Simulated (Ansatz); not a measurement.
# C6H15ClGeO3: how energies converge with the basis set

One table from this session's results is given with a row withheld; the runs are named, their logs left out.

Method: one geometry, several basis sets; program: Ansatz 0.2.0, Gaussian basis.

The runs, in order: PBE0-D4/def2-SVP; ωB97M-V/def2-SVP; PBE0-D4/def2-QZVPP; ωB97M-V/def2-QZVPP; the functionals' def2-TZVPP values are taken from earlier runs.

## Structure used throughout

The geometry comes from an earlier relaxation with PBE0-D4 in a triple-zeta def2 set; it is a stationary point, not always the lowest conformer.

26 atoms, charge 0, spin multiplicity 1.

Atoms are counted from 1 here; the program's logs count them from 0.

Bond lengths: C1–C2 1.507 Å, C1–H12 1.093 Å, C1–H13 1.092 Å, C1–H14 1.092 Å, C2–O3 1.422 Å, C2–H15 1.097 Å, C2–H16 1.097 Å, O3–Ge4 1.755 Å, Ge4–Cl5 2.133 Å, Ge4–O6 1.747 Å, Ge4–O9 1.745 Å, O6–C7 1.426 Å, C7–C8 1.507 Å, C7–H17 1.098 Å, C7–H18 1.096 Å, C8–H19 1.093 Å, C8–H20 1.092 Å, C8–H21 1.092 Å and more. Angles: C2–C1–H12 110.3°, C2–C1–H13 110.5°, C2–C1–H14 110.6°, H12–C1–H13 108.5°, H12–C1–H14 108.5°, H13–C1–H14 108.4°, C1–C2–O3 108.5°, C1–C2–H15 110.4°, C1–C2–H16 110.4°, O3–C2–H15 110.0°, O3–C2–H16 110.1°, H15–C2–H16 107.4°, C2–O3–Ge4 120.5°, O3–Ge4–Cl5 109.7°, O3–Ge4–O6 113.0°, O3–Ge4–O9 106.9°, Cl5–Ge4–O6 106.1°, Cl5–Ge4–O9 112.3° and more.

The first run:

in.yaml

```yaml
crystal:
  periodic: [false, false, false]
  atoms:
    - {symbol: C, position_ang: [-0.273989, 2.227400, -2.871377]}
    - {symbol: C, position_ang: [-0.653384, 2.046752, -1.423758]}
    - {symbol: O, position_ang: [0.169175, 1.030013, -0.865419]}
    - {symbol: Ge, position_ang: [-0.021359, 0.550098, 0.811652]}
    - {symbol: Cl, position_ang: [0.080987, 2.271416, 2.067351]}
    - {symbol: O, position_ang: [-1.567087, -0.195898, 1.137348]}
    - {symbol: C, position_ang: [-1.876667, -1.434568, 0.501600]}
    - {symbol: C, position_ang: [-3.288792, -1.813104, 0.866875]}
    - {symbol: O, position_ang: [1.247303, -0.596941, 1.156921]}
    - {symbol: C, position_ang: [2.607116, -0.261086, 0.898425]}
    - {symbol: C, position_ang: [3.462000, -1.458827, 1.223320]}
    - {symbol: H, position_ang: [-0.889232, 3.005504, -3.329616]}
    - {symbol: H, position_ang: [0.774462, 2.518987, -2.958560]}
    - {symbol: H, position_ang: [-0.419791, 1.298579, -3.426353]}
    - {symbol: H, position_ang: [-0.516218, 2.984774, -0.872415]}
    - {symbol: H, position_ang: [-1.710821, 1.766132, -1.337809]}
    - {symbol: H, position_ang: [-1.776362, -1.337133, -0.586986]}
    - {symbol: H, position_ang: [-1.172682, -2.207223, 0.830867]}
    - {symbol: H, position_ang: [-3.558283, -2.763772, 0.400265]}
    - {symbol: H, position_ang: [-3.388173, -1.917036, 1.948915]}
    - {symbol: H, position_ang: [-3.991561, -1.048922, 0.529227]}
    - {symbol: H, position_ang: [2.901685, 0.596515, 1.516041]}
    - {symbol: H, position_ang: [2.728594, 0.026545, -0.152122]}
    - {symbol: H, position_ang: [4.515238, -1.231663, 1.041412]}
    - {symbol: H, position_ang: [3.344149, -1.741240, 2.271194]}
    - {symbol: H, position_ang: [3.179591, -2.311401, 0.602604]}
basis:
  gaussian: {orbitals: def2-SVP}
hamiltonian: {xc: pbe0, dispersion: d4}
output: {orbitals: {seedname: orbitals}}
```

The run is started by

```bash
$ ansatz run in.yaml --threads 11 --pin off --events-out ev --progress --plain --max-ram 120832MiB --backend cpu
```

Among the steps run: PBE0-D4 in def2-SVP; ωB97M-V in def2-SVP; PBE0-D4 in def2-QZVPP; ωB97M-V in def2-QZVPP.

One of the session's tables, all rows but one given; the rest of the session is left out.

It belongs to the step «Density functionals: the series». 

| functional | basis | HOMO (eV) | LUMO (eV) |
| --- | --- | --- | --- |
| PBE0-D4 | def2-SVP | -8.12 | 0.15 |
| PBE0-D4 | def2-TZVPP | -8.19 | -0.09 |
| PBE0-D4 | def2-QZVPP | ? | ? |
| ωB97M-V | def2-SVP | -10.52 | 2.25 |
| ωB97M-V | def2-TZVPP | -10.61 | 1.85 |
| ωB97M-V | def2-QZVPP | -10.64 | 1.44 |

Estimate the missing values for PBE0-D4, def2-QZVPP.

**Answer.** HOMO (eV): -8.22; LUMO (eV): -0.23. In the column «HOMO (eV)» it lies between ωB97M-V, def2-SVP (-10.52) and PBE0-D4, def2-TZVPP (-8.19).
